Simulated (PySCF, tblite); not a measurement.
# C5H7F3N radical: geometry, infrared bands and EPR parameters

Aim: predict the infrared bands and EPR parameters of C5H7F3N radical (`CC/C=N/[CH]C(F)(F)F`).

Programs: tblite 0.8.0 and PySCF 2.14.0, with density-fitted response routines of our own. Each step states its level of theory. These are calculated values for one molecule in the gas phase, unless marked as measured. Atoms count from 0, in the outputs and in this text.

## 1. The molecule as given

16 atoms, charge 0, multiplicity 2; geometry from: force field or distance geometry start.

Bonds of the start (Å): C0–C1 1.51, C1–C2 1.51, C2–N3 1.27, N3–C4 1.37, C4–C5 1.49, C5–F6 1.36, C5–F7 1.35, C5–F8 1.36, C0–H9 1.09, C0–H10 1.10, C0–H11 1.09, C1–H12 1.08, C1–H13 1.10, C2–H14 1.11, C4–H15 1.08.

## 2. Relaxing the molecule with GFN2-xTB

Job settings and geometry (Å):

```
{"job": {"kind": "relax", "xc": "GFN2-xTB", "basis": "xTB"}, "charge": 0, "multiplicity": 2}
C     -2.619100     0.768900     0.191700
C     -1.846000    -0.478100    -0.144600
C     -0.432500    -0.119700    -0.546800
N      0.564400    -0.435700     0.182500
C      1.803300    -0.061300    -0.260000
C      3.060400    -0.359300     0.477500
F      3.084600     0.208000     1.709700
F      3.279300    -1.684900     0.640700
F      4.150300     0.125000    -0.185400
H     -2.678200     1.443000    -0.666200
H     -3.654000     0.514800     0.482500
H     -2.165600     1.319000     1.018700
H     -2.317700    -1.014200    -0.956500
H     -1.806000    -1.149900     0.730300
H     -0.342800     0.451800    -1.497000
H      1.911800     0.481700    -1.188400
```

Started as:

```bash
$ OMP_NUM_THREADS=1 python probes_run.py task.json out
```

One launch serves the whole session: the jobs run in the order shown.

**Question.** This job is followed by: GFN2-xTB harmonic vibrations, gas phase; UKS B3LYP, pcH-1 on C F H N, non-relativistic, mean-field spin-orbit, GIAO. Predict these results of the whole session: strongest single infrared mode (GFN2-xTB); zero-point energy (GFN2-xTB); g(iso) (B3LYP); ⟨S²⟩; largest a(iso) (averaged by class); potential on the surface of density 0.002 e/bohr³, 1st and 99th percentile.

**Answer**, as computed:

```
                                                                  quantity                 value
                                 strongest single infrared mode (GFN2-xTB)  992 cm⁻¹, 344 km/mol
                                              zero-point energy (GFN2-xTB)         70.7 kcal/mol
                                                            g(iso) (B3LYP)               2.00223
                                                                      ⟨S²⟩    0.765 (exact 0.75)
                                        largest a(iso) (averaged by class)   13C on C4, 59.1 MHz
potential on the surface of density 0.002 e/bohr³, 1st and 99th percentile    -0.92 V and 1.21 V
```

In words: The optimisation took 53 steps and gained 0.303 eV; among the close pairs (by a distance rule), N3–C4 changed most, from 1.368 to 1.300 Å. The lowest mode is slightly imaginary (3i cm⁻¹), a soft motion within the noise of the Hessian, so the minimum is not strictly shown. The strongest single mode, at 992 cm⁻¹, moves mainly C5. Unscaled tight-binding wavenumbers are off by several per cent, some by more. Its intensities can rank the bands wrongly. The largest spin populations lie on C4 (0.60 e), C2 (0.46 e). The isotropic g lies 0.1 ppt below the free-electron value. The conformer search found further structures of the same energy, which may be mirror or relabelled copies of this one.
